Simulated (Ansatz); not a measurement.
**CHClGa (quartet): the correlation ladder, cc-pVDZ**

An exercise on one series of results from a longer session: the logs are not shown, and one member is left open.

Method: cc-pVDZ, core rule «outside noble gas», up to 20 orbitals frozen; program: Ansatz 0.2.0, Gaussian basis.

Plan: UHF; CCSD(T) on ROHF; CCSD(T) on UHF; BCCD(T) on ROHF; CISD; CCSDT(Q) on ROHF; CCSDT(Q) on UHF.

23 further runs of the same task are left out: 13 that didn't finish, 10 set aside as unsound or not needed.

## What is computed

The geometry is a PBE0/def2-TZVP stationary point (not a proven minimum). No spin-orbit coupling is included. The filled d shell of Ga may be among the frozen orbitals whatever the setting's name suggests; the logs give the count.

4 atoms, charge 0, spin multiplicity 4.

Atoms are counted from 1 here; the program's logs count them from 0.

Bond lengths: C1–Ga2 1.937 Å, C1–H4 1.088 Å, Ga2–Cl3 2.176 Å. Angles: Ga2–C1–H4 151.5°, C1–Ga2–Cl3 118.1°.

The first run:

Input file in.yaml:

```yaml
crystal:
  periodic: [false, false, false]
  atoms:
    - {symbol: C, position_ang: [0.000000, -0.932795, 1.886850]}
    - {symbol: Ga, position_ang: [0.000000, 0.371055, 0.454194]}
    - {symbol: Cl, position_ang: [0.000000, -0.357987, -1.596247]}
    - {symbol: H, position_ang: [0.000000, -1.960282, 2.243752]}
basis:
  gaussian: {orbitals: cc-pVDZ}
magnetization: {spin_polarized: true, initial_magnetization: 3}
hamiltonian: {xc: hf}
output: {orbitals: {seedname: orbitals}}
```

Command:

```bash
> ansatz run in.yaml --threads 1 --pin off --events-out ev --progress --plain --max-ram 2393MiB
```

Steps of the session up to this table: UHF; CCSD(T) on ROHF; CCSD(T) on UHF; BCCD(T) on ROHF; CISD; CCSDT(Q) on ROHF; CCSDT(Q) on UHF.

One of the session's tables, all rows but one given; the rest of the session is left out.

| method | from UCCSDT(Q) (kJ/mol) |
| --- | --- |
| ROHF | +804.2 |
| UHF | +781.8 |
| RMP2 | +113.2 |
| UMP2 | +112.9 |
| RCCSD | +24.0 |
| UCCSD | +22.7 |
| RCCSD(T) | +5.4 |
| UCCSD(T) | +4.6 |
| BCCD(T) | ? |
| RCCSDT | +2.5 |
| UCCSDT | +1.6 |
| RCCSDT(Q) | +1.0 |
| UCCSDT(Q) | 0 |

Q: Estimate the row for BCCD(T) from the others.

**Answer.** from UCCSDT(Q) (kJ/mol): +5.3. In the column «from UCCSDT(Q) (kJ/mol)» it lies between UCCSD(T) (+4.6) and RCCSD(T) (+5.4).

Not comparable, so not listed: CISD (they don't share determinant, frozen orbitals or solution with the rows shown, or repeat one).

Caveats from the session: Restricted and unrestricted rows rest on different reference determinants; where their highest levels disagree by more than a few hundredths of an eV, they describe different states and don't form one ladder.
